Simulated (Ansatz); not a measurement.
Task: a search for lower mean-field states of InS (charge +1), with Ansatz's Python interface. Give the script and its output. Level of theory (for the species named): B3LYP, def2-SVP basis, multiplicity 3.

```xyz
2

In    0.0000    0.0000    0.0000
S     0.0000    0.0000    2.4750
```

`ins.py`:
```python
"""Restricted and unrestricted solutions of InS(+), stretched and not."""

import ansatz as az
import numpy as np

system = (
    az.Crystal.molecule()
    .atom("In", (0.0, 0.0, 0.0))
    .atom("S", (0.0, 0.0, 2.475))
)
symbols = [site.symbol for site in system.cartesian_sites]

start = np.array([site.position_ang for site in system.cartesian_sites])
for factor in [1.0, 1.3]:
    xyz = (start - start.mean(axis=0)) * factor
    scaled = az.Crystal.molecule()
    for symbol, place in zip(symbols, xyz):
        scaled = scaled.atom(symbol, place.tolist())
    base = (
        scaled.calculation()
        .basis(gaussian="def2-SVP")
        .functional("b3lyp")
        .charge(1)
        .spin("collinear", total=2)
    )
    for search in ("off", "standard"):
        try:
            r = base.scf(lower_state_search=search).run().report
        except az.AnsatzError as error:
            print(f"x{factor} search {search}: {type(error).__name__}")
            continue
        state = r["mean_field"]["state"]
        print(f"all distances x{factor}, search {search:8s} E = {r['free_energy_ev']:.5f} eV  <S^2> = {abs(state['spin_squared']):.3f}  other states met: {len(r['mean_field']['others'])}")
```

```console
$ python ins.py
all distances x1.0, search off      E = -15999.69514 eV  <S^2> = 2.009  other states met: 0
all distances x1.0, search standard E = -15999.69514 eV  <S^2> = 2.009  other states met: 1
all distances x1.3, search off      E = -15999.67515 eV  <S^2> = 2.004  other states met: 0
all distances x1.3, search standard E = -16000.06613 eV  <S^2> = 2.005  other states met: 2
```

What to keep in mind:
- Total energies depend on the basis set; only differences at equal settings carry meaning.
- The count of other states can hold repeated and symmetry-equivalent ends of the search; scaling all distances is a test, and for more than two atoms no physical path.
- def2 sets replace the cores of elements past krypton by effective core potentials.
- The run takes the species as open-shell (spin multiplicity 3), which needn't be its ground state.
- b3lyp holds the VWN-RPA fit, as in Gaussian; the form of ORCA and Turbomole is b3lyp5.
- The spin state was assumed, and another may lie lower.
- Timing: 7.4 s on 1 thread of Arm Neoverse V1 (shared host), peak memory 0.19 GiB.
